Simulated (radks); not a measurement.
# Ce⁴⁺ in [Xe]: an all-electron calculation

Wanted: eigenvalues, radial structure and energy terms of the cerium ion Ce4+.

Program: radks (a radial shooting solver on a logarithmic mesh, Libxc functionals) version 1. Level of theory: scalar-relativistic Kohn-Sham, TASK exchange with Perdew-Wang LDA correlation, spin-polarised, spherical densities, finite nucleus. These are calculated values, not measurements, unless marked.

**1. The system**

| Quantity | Value |
| --- | --- |
| element | cerium (Z = 58) |
| charge | +4 |
| electrons | 54 |
| configuration | [Xe] |
| nuclear rms radius | 4.8771 fm |

The outer shells:

Ce⁴⁺
```
[Kr] core
4d [↑↓][↑↓][↑↓][↑↓][↑↓]
5s [↑↓]
5p [↑↓][↑↓][↑↓]
```

**2. The calculation**

The run's settings:

```text
Z 58
configuration [Xe]
relativity scalar-relativistic
functional task,pw
spin polarised
nucleus finite rms 4.8771 fm
c 137.035999084
```

What does the calculation give?

**Answer**, as computed:

```
                        quantity                   value
                    total energy      -8856.8362 hartree
exchange-correlation share of it                  2.33 %
                            −T/E                  1.0598
          highest occupied level          5p, -61.138 eV
    most extended occupied level  5p up, <r> = 1.64 bohr
 radius at density 0.001 e/bohr³               3.28 bohr
    maxima of the radial density                       4
         ionisation energy, NIST     65.6 (semi-emp.) eV
```

What this shows: 5 principal shells are occupied and 4 maxima appear in the radial density; where shells overlap, one shows as a shoulder or not at all. −T/E is 1.060: with relativity the kinetic term as defined here no longer equals −E. Minus the highest eigenvalue, 61.138 eV, is 93 % of the tabulated ionisation energy (65.6 eV). 
